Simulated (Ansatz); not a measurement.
# LiPb, space group Pm-3m: a charge-density difference against the sublattices

Program: Ansatz 0.2.0 through its Python package.

Notebook, run cell by cell (the value of a cell's last expression is shown):

**Cell 1**
```python
import ansatz as az
import numpy as np

OCCUPATIONS = "fermi_dirac"
FUNCTIONAL = "pbesol"
CUTOFF_EV = 460
MESH = (7, 7, 7)

VECTORS = np.array([
    [3.522, 0.0, 0.0],
    [0.0, 3.522, 0.0],
    [0.0, 0.0, 3.522],
])
SITES = [
    ("Li", (0.5, 0.5, 0.5)),
    ("Pb", (0.0, 0.0, 0.0)),
]
```

**Cell 2**
```python
def on_lattice(cell):
    crystal = az.Crystal(lattice=az.Lattice.of(cell))
    for symbol, position in SITES:
        crystal = crystal.atom(symbol, position)
    return crystal
```

**Cell 3**
```python
# one cutoff and one grid for all runs, so that the fields can be subtracted
def solve(crystal):
    return (
        crystal.calculation()
        .occupations(OCCUPATIONS)
        .functional(FUNCTIONAL)
        .basis(CUTOFF_EV, grid_basis="typed")
        .kpoints(*MESH)
        .density()
        .run(threads=1)
    )
```

**Cell 4**
```python
whole = solve(on_lattice(VECTORS))
difference = whole.density().channels[0].density_e_per_ang3.copy()
binding = whole.report["free_energy_ev"]
for element in ["Li", "Pb"]:
    part = az.Crystal(lattice=az.Lattice.of(VECTORS))
    for symbol, position in SITES:
        if symbol == element:
            part = part.atom(symbol, position)
    alone = solve(part)
    difference -= alone.density().channels[0].density_e_per_ang3
    binding -= alone.report["free_energy_ev"]
    print(f"{element} sublattice: {alone.report['n_electrons']:g} electrons, {alone.report['n_iterations']} iterations")
```
Output:
```text
Li sublattice: 3 electrons, 6 iterations
Pb sublattice: 14 electrons, 6 iterations
```

**Cell 5**
```python
voxel = abs(np.linalg.det(VECTORS)) / difference.size
print(f"energy of the crystal less its unpolarised sublattices: {binding / len(SITES):.4f} eV/atom")
print(f"net charge of the difference {difference.sum() * voxel:.5f} e, charge moved {0.5 * np.abs(difference).sum() * voxel:.3f} e")
print(f"extremes {difference.min():.4f} and {difference.max():.4f} e/A^3")
for (symbol, position) in SITES:
    index = tuple(int(round(p * n)) % n for p, n in zip(position, difference.shape))
    print(f"  change of the pseudo-density at the grid point nearest {symbol}: {difference[index]:+.4f} e/A^3")
profile = difference.mean(axis=(0, 1))
print("planar mean along the third vector:", np.round(profile[:: max(len(profile) // 12, 1)], 4))
```
Output:
```text
energy of the crystal less its unpolarised sublattices: -0.7763 eV/atom
net charge of the difference -0.00000 e, charge moved 0.096 e
extremes -0.0289 and 0.0109 e/A^3
  change of the pseudo-density at the grid point nearest Li: -0.0110 e/A^3
  change of the pseudo-density at the grid point nearest Pb: +0.0061 e/A^3
planar mean along the third vector: [-0.0043 -0.0036 -0.0006  0.003   0.0031  0.0008 -0.0008 -0.0002  0.002
  0.0035  0.0015 -0.0024 -0.0041]
```

Caveats:
- The mesh is modest for a metal, so energies can be off by several to tens of meV an atom and pressures by half a GPa or more; differences at equal mesh fare better.
- Spin-orbit coupling, which matters for elements this heavy, is left out.
- The fields are valence quantities on the plane-wave grid; their values near the nuclei depend on the potentials.
- The structure is a deposited one; some such entries were measured under pressure or heat, so a shift against it needn't be the functional's error alone.
- Charge moved counts every rearrangement, bonding and polarisation too, and is no transfer between atoms; the bare sublattices are artificial references. Values near the nuclei depend on the potentials.
- The whole script took 2.8 s on 1 thread of Arm Neoverse V1 (shared host), peak memory 0.34 GiB.

(Lines on the test bed's own set-up are left out of the output.)
